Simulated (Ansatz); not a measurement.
# C3H10N2O2W: small, medium and large basis sets

How large a basis does C3H10N2O2W need? Two functionals are run in growing sets.

Computed with Ansatz 0.2.0, Gaussian basis. Level: one geometry, several basis sets.

The runs, in order: PBE0-D4/def2-SVP; ωB97M-V/def2-SVP; PBE0-D4/def2-QZVPP; ωB97M-V/def2-QZVPP; the functionals' def2-TZVPP values are taken from earlier runs.

### 1 The relaxed structure

The geometry comes from an earlier relaxation with PBE0-D4 in a triple-zeta def2 set; it is a stationary point, not always the lowest conformer. W takes the def2 core potential; no spin-orbit term is included.

SMILES `C[N]=[W](=[O])([OH])[N](C)C`, 18 atoms, charge 0, spin multiplicity 1.

Atoms are counted from 1 here; the program's logs count them from 0.

Bond lengths: C1–N2 1.420 Å, C1–H9 1.096 Å, C1–H10 1.095 Å, C1–H11 1.096 Å, N2–W3 1.755 Å, W3–O4 1.719 Å, W3–O5 1.911 Å, W3–N6 1.942 Å, O5–H12 0.958 Å, N6–C7 1.444 Å, N6–C8 1.449 Å, C7–H13 1.098 Å, C7–H14 1.098 Å, C7–H15 1.089 Å, C8–H16 1.092 Å, C8–H17 1.098 Å, C8–H18 1.097 Å. Angles: N2–C1–H9 110.1°, N2–C1–H10 110.5°, N2–C1–H11 112.1°, H9–C1–H10 107.3°, H9–C1–H11 108.2°, H10–C1–H11 108.4°, C1–N2–W3 154.2°, N2–W3–O4 112.1°, N2–W3–O5 110.2°, N2–W3–N6 105.5°, O4–W3–O5 109.4°, O4–W3–N6 109.0°, O5–W3–N6 110.6°, W3–O5–H12 123.0°, W3–N6–C7 128.4°, W3–N6–C8 118.5°, C7–N6–C8 113.0°, N6–C7–H13 110.7° and more.

### 2 PBE0-D4 in def2-SVP

Contents of in.yaml:

```yaml
crystal:
  periodic: [false, false, false]
  atoms:
    - {symbol: C, position_ang: [-1.077371, 2.873444, -0.114234]}
    - {symbol: N, position_ang: [-0.714657, 1.555181, -0.497132]}
    - {symbol: W, position_ang: [-0.959595, -0.177976, -0.618494]}
    - {symbol: O, position_ang: [-2.410115, -0.680449, 0.154732]}
    - {symbol: O, position_ang: [-1.000064, -0.710960, -2.452794]}
    - {symbol: N, position_ang: [0.555247, -0.979765, 0.294070]}
    - {symbol: C, position_ang: [1.779335, -0.347176, 0.725318]}
    - {symbol: C, position_ang: [0.457077, -2.364289, 0.711348]}
    - {symbol: H, position_ang: [-0.308604, 3.300503, 0.539287]}
    - {symbol: H, position_ang: [-1.154020, 3.521713, -0.993722]}
    - {symbol: H, position_ang: [-2.033486, 2.899480, 0.420041]}
    - {symbol: H, position_ang: [-0.755070, -0.126536, -3.171094]}
    - {symbol: H, position_ang: [2.651679, -0.853438, 0.292172]}
    - {symbol: H, position_ang: [1.877602, -0.392136, 1.818389]}
    - {symbol: H, position_ang: [1.797141, 0.696269, 0.415817]}
    - {symbol: H, position_ang: [-0.494298, -2.803325, 0.403306]}
    - {symbol: H, position_ang: [0.525280, -2.448592, 1.803569]}
    - {symbol: H, position_ang: [1.263920, -2.961948, 0.269400]}
basis:
  gaussian: {orbitals: def2-SVP}
hamiltonian: {xc: pbe0, dispersion: d4}
output: {orbitals: {seedname: orbitals}}
```

Launch:

```console
> ansatz run in.yaml --threads 4 --pin off --events-out ev --progress --plain --max-ram 66560MiB --backend cpu
```

After this run come: ωB97M-V in def2-SVP; PBE0-D4 in def2-QZVPP; ωB97M-V in def2-QZVPP.

Before running them: what should the planned runs give, taken together? Wanted: PBE0-D4: double and triple zeta above quadruple; ωB97M-V: double and triple zeta above quadruple.

The runs gave:

```
                                       quantity           value
PBE0-D4: double and triple zeta above quadruple  13.27, 0.60 eV
ωB97M-V: double and triple zeta above quadruple  13.75, 0.58 eV
```

PBE0-D4 gains 12.67 eV from double to triple zeta, then 0.60 eV more. Total energies overstate the basis error of differences, where much of it tends to cancel. The LUMO of ωB97M-V is positive and keeps falling with the basis (1.59 to 0.83 eV): an unbound level that the basis holds in place.
